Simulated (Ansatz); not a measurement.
# BClH4O3: the cost of one run

Method: RKS PBE0/def2-SVP, in Ansatz 0.2.0.

## Step 1: The structure to begin with

Bond lengths: B1–Cl2 2.176 Å, B1–O3 1.338 Å, B1–O4 1.346 Å, B1–O6 1.749 Å, O3–H7 0.955 Å, O4–H8 0.955 Å, O6–H9 0.960 Å. Angles: Cl2–B1–O3 108.9°, Cl2–B1–O4 108.8°, Cl2–B1–O6 86.1°, O3–B1–O4 125.4°, O3–B1–O6 113.5°, O4–B1–O6 107.1°, B1–O3–H7 117.0°, B1–O4–H8 115.7°, B1–O6–H9 105.1°.

Coordinates:

```xyz
9

B    -0.3586    0.0722   -0.1559
Cl    0.8443   -1.5491   -0.9673
O    -0.5766    0.9754   -1.1193
O    -1.3018   -0.4501    0.6497
H     1.5819   -0.5430    0.2644
O     1.0270    0.4409    0.8458
H     0.1916    1.3349   -1.5578
H    -2.1954   -0.4216    0.3147
H     0.7876    0.1403    1.7257
```

## Step 2: Pulling towards end A

Springs on the bonds that form and break draw the guess towards this end; the thresholds are loose.

input.yaml

```yaml
crystal:
  periodic: [false, false, false]
  atoms:
    - { symbol: B, position_ang: [-0.3586, 0.0722, -0.1559] }
    - { symbol: Cl, position_ang: [0.8443, -1.5491, -0.9673] }
    - { symbol: O, position_ang: [-0.5766, 0.9754, -1.1193] }
    - { symbol: O, position_ang: [-1.3018, -0.4501, 0.6497] }
    - { symbol: H, position_ang: [1.5819, -0.543, 0.2644] }
    - { symbol: O, position_ang: [1.027, 0.4409, 0.8458] }
    - { symbol: H, position_ang: [0.1916, 1.3349, -1.5578] }
    - { symbol: H, position_ang: [-2.1954, -0.4216, 0.3147] }
    - { symbol: H, position_ang: [0.7876, 0.1403, 1.7257] }
basis:
  gaussian: { orbitals: def2-SVP }
hamiltonian:
  xc: pbe0
relax:
  f_tol: 0.15
  max_steps: 25
  restrain:
    - { distance: [0, 5], at: 2.8, k: 30.0 }
    - { distance: [4, 1], at: 2.63, k: 30.0 }
    - { distance: [0, 1], at: 1.86, k: 30.0 }
    - { distance: [4, 5], at: 0.97, k: 30.0 }
```

Run with:

```sh
> ansatz run input.yaml --threads 2 --pin off --max-ram 3072MiB --backend cpu --events-out ev --progress --plain --runs-dir out
```

Q: Estimate wall time and peak memory on 2 threads of Intel Xeon Platinum 8488C (Sapphire Rapids), shared host.

About 15 s, with a peak of 0.2 GiB.
